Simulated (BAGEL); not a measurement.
**One shape, several levels: CH7NOSi (SMILES OCN[SiH3])**

Aim: a comparison of 3 runs (HF/STO-3G, HF/6-31G*, HF/cc-pVDZ) of CH7NOSi. 

The results are computed with BAGEL 1.2.2.

**1. Starting point**

CH7NOSi has 11 atoms, charge 0, and is taken as a singlet. SMILES: `OCN[SiH3]`. The N3–H8 distance was set to 1.513 Å, away from the relaxed value. At this shape a bond of the SMILES string is far longer than usual.

Bond lengths: O1–C2 1.405 Å, C2–N3 1.432 Å, N3–Si4 1.720 Å, O1–H5 0.962 Å, C2–H6 1.095 Å, C2–H7 1.100 Å, Si4–H9 1.487 Å, Si4–H10 1.492 Å, Si4–H11 1.485 Å. Some angles: O1–C2–N3 112.6°, C2–N3–Si4 124.6°, O1–C2–H6 104.7°, O1–C2–H7 111.2°, N3–C2–H6 112.6°, N3–C2–H7 107.8°, C2–O1–H5 107.2°, N3–Si4–H9 108.0°, N3–Si4–H10 115.2°, N3–Si4–H11 107.6°. A long bond or contact: N3–H8 1.513 Å.

**2. The energy at HF/STO-3G (density fitting with cc-pvqz-jkfit) (run 1)**

File hf.json:

```json
{ "bagel" : [

{
  "title" : "molecule",
  "basis" : "sto-3g",
  "df_basis" : "cc-pvqz-jkfit",
  "angstrom" : "true",
  "geometry" : [
    { "atom" : "O", "xyz" : [      -1.213850,       1.911600,      -0.174650 ] },
    { "atom" : "C", "xyz" : [      -0.015650,       1.300900,       0.233150 ] },
    { "atom" : "N", "xyz" : [       0.015650,      -0.101200,      -0.058450 ] },
    { "atom" : "Si", "xyz" : [       0.466650,      -1.322800,       1.064950 ] },
    { "atom" : "H", "xyz" : [      -1.936550,       1.394200,       0.194450 ] },
    { "atom" : "H", "xyz" : [       0.771050,       1.856200,      -0.287550 ] },
    { "atom" : "H", "xyz" : [       0.144950,       1.423700,       1.314150 ] },
    { "atom" : "H", "xyz" : [       0.033200,      -0.410500,      -1.539700 ] },
    { "atom" : "H", "xyz" : [      -0.218550,      -1.037400,       2.353850 ] },
    { "atom" : "H", "xyz" : [       1.928550,      -1.412400,       1.351850 ] },
    { "atom" : "H", "xyz" : [       0.031250,      -2.628500,       0.506450 ] }
  ]
},

{
  "title" : "hf",
  "charge" : 0
},

{
  "title" : "print",
  "file" : "orbitals.molden",
  "orbitals" : "true"
}

]}
```

Command:

```
$ BAGEL_NUM_THREADS=1 BAGEL hf.json > hf.out
```

The log of the run:

```text
* using 1 threads per process

  ===============================================================
  ===============================================================

  *** Geometry ***

  { "atom" : "O", "xyz" : [     -2.293844,      3.612400,     -0.330041 ] },
  { "atom" : "C", "xyz" : [     -0.029574,      2.458345,      0.440590 ] },
  { "atom" : "N", "xyz" : [      0.029574,     -0.191240,     -0.110454 ] },
  { "atom" : "Si", "xyz" : [      0.881841,     -2.499730,      2.012464 ] },
  { "atom" : "H", "xyz" : [     -3.659549,      2.634656,      0.367457 ] },
  { "atom" : "H", "xyz" : [      1.457073,      3.507710,     -0.543391 ] },
  { "atom" : "H", "xyz" : [      0.273916,      2.690403,      2.483384 ] },
  { "atom" : "H", "xyz" : [      0.062739,     -0.775733,     -2.909611 ] },
  { "atom" : "H", "xyz" : [     -0.413000,     -1.960402,      4.448132 ] },
  { "atom" : "H", "xyz" : [      3.644431,     -2.669049,      2.554626 ] },
  { "atom" : "H", "xyz" : [      0.059054,     -4.967145,      0.957052 ] },

  Number of auxiliary basis functions:      823

  Since a DF basis is specified, we compute 2- and 3-index integrals:
    o Being stored without compression. Storage requirement is 0.006 GB

  Number of basis functions:       31
  Number of electrons      :       42

    * METHOD: MOLECULE                             0.46

  *** RHF ***

  === Nuclear Repulsion ===
   171.5291657910

      * DIIS with orbital gradients will be used.

  === RHF iteration (sto-3g) ===
      0       -454.44954798          0.01649385           0.03
      1       -454.52654231          0.00415640           0.03
      2       -454.53175465          0.00097572           0.03
      3       -454.53219379          0.00027160           0.03
      4       -454.53223044          0.00008381           0.03
      5       -454.53223762          0.00003723           0.03
      6       -454.53223943          0.00001227           0.03
      7       -454.53223962          0.00000318           0.03
      8       -454.53223963          0.00000057           0.03
      9       -454.53223963          0.00000021           0.03
     10       -454.53223963          0.00000008           0.03
     11       -454.53223963          0.00000002           0.03
     12       -454.53223963          0.00000001           0.03
    * SCF iteration converged.

    * Permanent dipole moment:
           (   -0.186257,     0.511434,    -0.295367) a.u.

    * METHOD: HF                                   0.42

    * METHOD: PRINT                                0.00

  ===============================================================
```

It took 1.1 s on 1 thread of Intel Xeon 6975P-C (Granite Rapids), shared host; peak memory 0.083 GiB.

**3. A single-point energy at HF/6-31G(d) (density fitting with cc-pvqz-jkfit, spherical functions) (run 2)**

File input.json:

```json
{ "bagel": [

{
  "title": "molecule",
  "basis": "6-31gs.json",
  "df_basis": "cc-pvqz-jkfit",
  "angstrom": true,
  "geometry": [
    { "atom": "O", "xyz": [   -1.213850,    1.911600,   -0.174650 ] },
    { "atom": "C", "xyz": [   -0.015650,    1.300900,    0.233150 ] },
    { "atom": "N", "xyz": [    0.015650,   -0.101200,   -0.058450 ] },
    { "atom": "Si", "xyz": [    0.466650,   -1.322800,    1.064950 ] },
    { "atom": "H", "xyz": [   -1.936550,    1.394200,    0.194450 ] },
    { "atom": "H", "xyz": [    0.771050,    1.856200,   -0.287550 ] },
    { "atom": "H", "xyz": [    0.144950,    1.423700,    1.314150 ] },
    { "atom": "H", "xyz": [    0.033200,   -0.410500,   -1.539700 ] },
    { "atom": "H", "xyz": [   -0.218550,   -1.037400,    2.353850 ] },
    { "atom": "H", "xyz": [    1.928550,   -1.412400,    1.351850 ] },
    { "atom": "H", "xyz": [    0.031250,   -2.628500,    0.506450 ] }
  ]
},
{
  "title": "hf"
},
{
  "title": "print",
  "file": "orbitals.molden",
  "orbitals": true
}

]}
```

The basis set 6-31G* is read from a file made from the Basis Set Exchange's data (not shown).

Command:

```
$ BAGEL_NUM_THREADS=1 BAGEL input.json > input.out
```

The log of the run:

```text
* using 1 threads per process

  ===============================================================
  ===============================================================

  *** Geometry ***

  { "atom" : "O", "xyz" : [     -2.293844,      3.612400,     -0.330041 ] },
  { "atom" : "C", "xyz" : [     -0.029574,      2.458345,      0.440590 ] },
  { "atom" : "N", "xyz" : [      0.029574,     -0.191240,     -0.110454 ] },
  { "atom" : "Si", "xyz" : [      0.881841,     -2.499730,      2.012464 ] },
  { "atom" : "H", "xyz" : [     -3.659549,      2.634656,      0.367457 ] },
  { "atom" : "H", "xyz" : [      1.457073,      3.507710,     -0.543391 ] },
  { "atom" : "H", "xyz" : [      0.273916,      2.690403,      2.483384 ] },
  { "atom" : "H", "xyz" : [      0.062739,     -0.775733,     -2.909611 ] },
  { "atom" : "H", "xyz" : [     -0.413000,     -1.960402,      4.448132 ] },
  { "atom" : "H", "xyz" : [      3.644431,     -2.669049,      2.554626 ] },
  { "atom" : "H", "xyz" : [      0.059054,     -4.967145,      0.957052 ] },

  Number of auxiliary basis functions:      823

  Since a DF basis is specified, we compute 2- and 3-index integrals:
    o Being stored without compression. Storage requirement is 0.036 GB

  Number of basis functions:       74
  Number of electrons      :       42

    * METHOD: MOLECULE                             0.63

  *** RHF ***

  === Nuclear Repulsion ===
   171.5291657910

      * DIIS with orbital gradients will be used.

  === RHF iteration (6-31gs.json) ===
      0       -459.82719081          0.02290418           0.08
      1       -459.98624701          0.01380479           0.08
      2       -460.06265738          0.00203387           0.08
      3       -460.06502307          0.00069065           0.07
      4       -460.06524291          0.00018538           0.07
      5       -460.06527179          0.00004368           0.07
      6       -460.06527422          0.00001098           0.07
      7       -460.06527434          0.00000352           0.07
      8       -460.06527435          0.00000092           0.07
      9       -460.06527436          0.00000032           0.07
     10       -460.06527436          0.00000014           0.07
     11       -460.06527436          0.00000008           0.07
     12       -460.06527436          0.00000004           0.07
     13       -460.06527436          0.00000001           0.07
     14       -460.06527436          0.00000001           0.07
    * SCF iteration converged.

    * Permanent dipole moment:
           (   -0.126549,     0.386768,    -0.051635) a.u.

    * METHOD: HF                                   1.30

    * METHOD: PRINT                                0.01

  ===============================================================
```

It took 2.2 s on 1 thread of Intel Xeon 6975P-C (Granite Rapids), shared host; peak memory 0.15 GiB.

**4. The energy at HF/cc-pVDZ (density fitting with cc-pvqz-jkfit) (run 3)**

File input.json:

```json
{ "bagel": [

{
  "title": "molecule",
  "basis": "cc-pvdz.json",
  "df_basis": "cc-pvqz-jkfit",
  "angstrom": "true",
  "geometry": [
    { "atom": "O", "xyz": [      -1.213850,       1.911600,      -0.174650 ] },
    { "atom": "C", "xyz": [      -0.015650,       1.300900,       0.233150 ] },
    { "atom": "N", "xyz": [       0.015650,      -0.101200,      -0.058450 ] },
    { "atom": "Si", "xyz": [       0.466650,      -1.322800,       1.064950 ] },
    { "atom": "H", "xyz": [      -1.936550,       1.394200,       0.194450 ] },
    { "atom": "H", "xyz": [       0.771050,       1.856200,      -0.287550 ] },
    { "atom": "H", "xyz": [       0.144950,       1.423700,       1.314150 ] },
    { "atom": "H", "xyz": [       0.033200,      -0.410500,      -1.539700 ] },
    { "atom": "H", "xyz": [      -0.218550,      -1.037400,       2.353850 ] },
    { "atom": "H", "xyz": [       1.928550,      -1.412400,       1.351850 ] },
    { "atom": "H", "xyz": [       0.031250,      -2.628500,       0.506450 ] }
  ]
},

{
  "title": "hf"
},

{
  "title": "print",
  "file": "orbitals.molden",
  "orbitals": "true"
}

]}
```

The basis set cc-pVDZ is read from a file made from the Basis Set Exchange's data (not shown).

Command:

```
$ BAGEL_NUM_THREADS=1 BAGEL input.json > input.out
```

The log of the run:

```text
* using 1 threads per process

  ===============================================================
  ===============================================================

  *** Geometry ***

  { "atom" : "O", "xyz" : [     -2.293844,      3.612400,     -0.330041 ] },
  { "atom" : "C", "xyz" : [     -0.029574,      2.458345,      0.440590 ] },
  { "atom" : "N", "xyz" : [      0.029574,     -0.191240,     -0.110454 ] },
  { "atom" : "Si", "xyz" : [      0.881841,     -2.499730,      2.012464 ] },
  { "atom" : "H", "xyz" : [     -3.659549,      2.634656,      0.367457 ] },
  { "atom" : "H", "xyz" : [      1.457073,      3.507710,     -0.543391 ] },
  { "atom" : "H", "xyz" : [      0.273916,      2.690403,      2.483384 ] },
  { "atom" : "H", "xyz" : [      0.062739,     -0.775733,     -2.909611 ] },
  { "atom" : "H", "xyz" : [     -0.413000,     -1.960402,      4.448132 ] },
  { "atom" : "H", "xyz" : [      3.644431,     -2.669049,      2.554626 ] },
  { "atom" : "H", "xyz" : [      0.059054,     -4.967145,      0.957052 ] },

  Number of auxiliary basis functions:      823

  Since a DF basis is specified, we compute 2- and 3-index integrals:
    o Being stored without compression. Storage requirement is 0.059 GB

  Number of basis functions:       95
  Number of electrons      :       42

    * METHOD: MOLECULE                             0.57

  *** RHF ***

  === Nuclear Repulsion ===
   171.5291657910

      * DIIS with orbital gradients will be used.

  === RHF iteration (cc-pvdz.json) ===
      0       -459.83715632          0.01519583           0.11
      1       -460.01438127          0.01033276           0.10
      2       -460.09816082          0.00158580           0.11
      3       -460.10095147          0.00059620           0.10
      4       -460.10128974          0.00018680           0.10
      5       -460.10133161          0.00005202           0.10
      6       -460.10133624          0.00001659           0.10
      7       -460.10133685          0.00000326           0.10
      8       -460.10133686          0.00000141           0.10
      9       -460.10133687          0.00000061           0.10
     10       -460.10133687          0.00000024           0.10
     11       -460.10133687          0.00000013           0.10
     12       -460.10133687          0.00000006           0.11
     13       -460.10133687          0.00000003           0.10
     14       -460.10133687          0.00000001           0.10
    * SCF iteration converged.

    * Permanent dipole moment:
           (   -0.099741,     0.330484,    -0.019494) a.u.

    * METHOD: HF                                   1.78

    * METHOD: PRINT                                0.01

  ===============================================================
```

Run time: 2.6 s. Hardware: 1 thread of Intel Xeon 6975P-C (Granite Rapids), shared host; peak memory 0.2 GiB.

**5. The series**

```csv
run,level,energy (Eh),dipole moment (D),HOMO energy (eV),LUMO energy (eV),wall time
1,HF/STO-3G (density fitting with cc-pvqz-jkfit),-454.532240,1.57,-7.64,8.11,1.1 s
2,"HF/6-31G* (density fitting with cc-pvqz-jkfit, spherical functions)",-460.065274,1.04,-10.47,2.71,2.2 s
3,HF/cc-pVDZ (density fitting with cc-pvqz-jkfit),-460.101337,0.88,-10.42,2.51,2.6 s
```

**6. Summary of results**

| quantity | value |
| --- | --- |
| run 3: total energy | -460.10134 Eh |
| run 3: dipole moment | 0.88 D |
| run 3: HOMO energy | -10.42 eV |
| run 3: LUMO energy | 2.51 eV |
| run 3: HOMO–LUMO gap | 12.94 eV |

In words: The dipole moment (its size) runs from 0.88 D (HF/cc-pVDZ) to 1.57 D (HF/STO-3G). The HOMO–LUMO gap runs from 12.94 eV (HF/cc-pVDZ) to 15.75 eV (HF/STO-3G). In run 1 the basis is minimal, so the values are rough. All runs together took 6 s, the longest 2.6 s.
